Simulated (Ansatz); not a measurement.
# Alloy of GaN and AlN (4 of 32 Ga sites exchanged), 64 atoms

Wanted: the relaxed alloy cell and its gap (PBEsol).

Program: Ansatz 0.2.0, PAW, plane waves. These are calculated values, not measurements.

## (1) The starting cell

64 atoms (28 Ga, 4 Al, 32 N); a = 8.967 Å, b = 8.967 Å, c = 8.967 Å, α = 90.00°, β = 90.00°, γ = 90.00°. All atoms were shaken off their sites by about 0.02 Å along each axis.

Steps to follow: (2) PBEsol cell relaxation at the single k point (¼, ¼, ¼), on 1 × NVIDIA GB300 Max-Q with 8 threads of Arm Neoverse-V2.

## (2) Relaxing cell and atoms with PBEsol

Input file in.yaml:

```yaml
crystal:
  lattice:
    - [8.967346, 0.000000, 0.000000]
    - [0.000000, 8.967346, 0.000000]
    - [0.000000, 0.000000, 8.967346]
  atoms:
    - { symbol: Ga, position: [0.001051, 0.999187, 0.002016] }
    - { symbol: Ga, position: [0.999410, 0.000727, 0.501547] }
    - { symbol: Ga, position: [0.000175, 0.499934, 0.001480] }
    - { symbol: Ga, position: [0.999553, 0.504647, 0.501137] }
    - { symbol: Ga, position: [0.498497, 0.997971, 0.002624] }
    - { symbol: Ga, position: [0.498733, 0.999491, 0.502402] }
    - { symbol: Ga, position: [0.503306, 0.500644, 0.504078] }
    - { symbol: Ga, position: [0.250536, 0.250513, 0.998969] }
    - { symbol: Ga, position: [0.247904, 0.248471, 0.494896] }
    - { symbol: Ga, position: [0.250053, 0.750645, 0.999769] }
    - { symbol: Ga, position: [0.250999, 0.751794, 0.501292] }
    - { symbol: Ga, position: [0.752867, 0.256122, 0.502342] }
    - { symbol: Ga, position: [0.750339, 0.750400, 0.998198] }
    - { symbol: Ga, position: [0.748735, 0.750115, 0.501085] }
    - { symbol: Ga, position: [0.251110, 0.003230, 0.249425] }
    - { symbol: Ga, position: [0.247826, 0.000343, 0.750407] }
    - { symbol: Ga, position: [0.247745, 0.501141, 0.252144] }
    - { symbol: Ga, position: [0.246748, 0.502303, 0.747534] }
    - { symbol: Ga, position: [0.753518, 0.001666, 0.248792] }
    - { symbol: Ga, position: [0.751000, 0.998818, 0.751213] }
    - { symbol: Ga, position: [0.750482, 0.505698, 0.250174] }
    - { symbol: Ga, position: [0.000025, 0.250444, 0.247854] }
    - { symbol: Ga, position: [0.999420, 0.249075, 0.751539] }
    - { symbol: Ga, position: [0.999100, 0.748994, 0.248561] }
    - { symbol: Ga, position: [0.999196, 0.748737, 0.748160] }
    - { symbol: Ga, position: [0.499184, 0.246585, 0.250934] }
    - { symbol: Ga, position: [0.500175, 0.751088, 0.251400] }
    - { symbol: Ga, position: [0.499044, 0.750087, 0.748647] }
    - { symbol: Al, position: [0.501576, 0.500440, 0.998012] }
    - { symbol: Al, position: [0.751062, 0.251324, 0.997951] }
    - { symbol: Al, position: [0.751106, 0.501168, 0.749916] }
    - { symbol: Al, position: [0.497710, 0.248718, 0.747930] }
    - { symbol: N, position: [0.124661, 0.124047, 0.125585] }
    - { symbol: N, position: [0.128520, 0.126649, 0.625071] }
    - { symbol: N, position: [0.122713, 0.623497, 0.124907] }
    - { symbol: N, position: [0.123512, 0.623228, 0.620858] }
    - { symbol: N, position: [0.623701, 0.126454, 0.121400] }
    - { symbol: N, position: [0.628855, 0.126727, 0.623452] }
    - { symbol: N, position: [0.623524, 0.624581, 0.126034] }
    - { symbol: N, position: [0.624869, 0.624436, 0.627866] }
    - { symbol: N, position: [0.375995, 0.375832, 0.129234] }
    - { symbol: N, position: [0.372192, 0.374596, 0.625047] }
    - { symbol: N, position: [0.378567, 0.874459, 0.126333] }
    - { symbol: N, position: [0.380208, 0.873051, 0.624840] }
    - { symbol: N, position: [0.871406, 0.372997, 0.123237] }
    - { symbol: N, position: [0.876477, 0.371938, 0.628491] }
    - { symbol: N, position: [0.878026, 0.876311, 0.123792] }
    - { symbol: N, position: [0.873820, 0.872970, 0.625261] }
    - { symbol: N, position: [0.374489, 0.124899, 0.375278] }
    - { symbol: N, position: [0.372739, 0.124381, 0.872256] }
    - { symbol: N, position: [0.369378, 0.625629, 0.373143] }
    - { symbol: N, position: [0.373730, 0.625586, 0.875243] }
    - { symbol: N, position: [0.873560, 0.127057, 0.374174] }
    - { symbol: N, position: [0.877847, 0.124577, 0.875086] }
    - { symbol: N, position: [0.879659, 0.624946, 0.375383] }
    - { symbol: N, position: [0.875344, 0.624109, 0.875167] }
    - { symbol: N, position: [0.122442, 0.373087, 0.377128] }
    - { symbol: N, position: [0.124423, 0.378440, 0.873754] }
    - { symbol: N, position: [0.126579, 0.873859, 0.374921] }
    - { symbol: N, position: [0.127841, 0.875234, 0.873620] }
    - { symbol: N, position: [0.623783, 0.373587, 0.376104] }
    - { symbol: N, position: [0.625810, 0.373177, 0.876641] }
    - { symbol: N, position: [0.624062, 0.872911, 0.375140] }
    - { symbol: N, position: [0.625611, 0.873024, 0.874960] }
  symmetry: { detect: false }
kpoints:
  mp_grid: { grid: [1, 1, 1], shift: [0.25, 0.25, 0.25] }
hamiltonian:
  xc: pbesol
scf:
  occupations: { method: fermi_dirac, width: 0.01 }
relax:
  f_tol: 0.03
  max_steps: 80
  escape_saddle: false
  adjacent_minimum: "off"
  cell: { fix: [shape] }
output:
  forces: true
  eigenvalues: true
  populations: true
```

Started as:

```console
ansatz run in.yaml --threads 8 --pin off --max-ram 118750MiB --runs-dir r --events-out ev --progress --plain --backend cuda --devices 0,
```

**Question.** What will these runs give? Wanted: for each run, top filled to lowest empty.

As calculated:

```
             level         time  top filled to lowest empty (eV)
PBEsol, relaxation  8.5 s (GPU)                             3.20
```

```
     quantity                                                                      value
   relaxation                                           5 recorded steps, 0.80 eV gained
largest shift                                                               0.08 Å (N38)
 relaxed cell  a = 8.966 Å, b = 8.966 Å, c = 8.966 Å, α = 90.00°, β = 90.00°, γ = 90.00°
   mean bonds                                                   Al–N 1.902, Ga–N 1.947 Å
```

**What this shows.** The relaxation lowers the energy by 0.80 eV; the largest shift is 0.08 Å (N38), while the volume changes by -0.0 %. The mean lengths of the listed bonds run from Al–N 1.90 Å to Ga–N 1.95 Å. With one k point the spacing samples only the states that fold onto it, so it can exceed the gap over the zone.
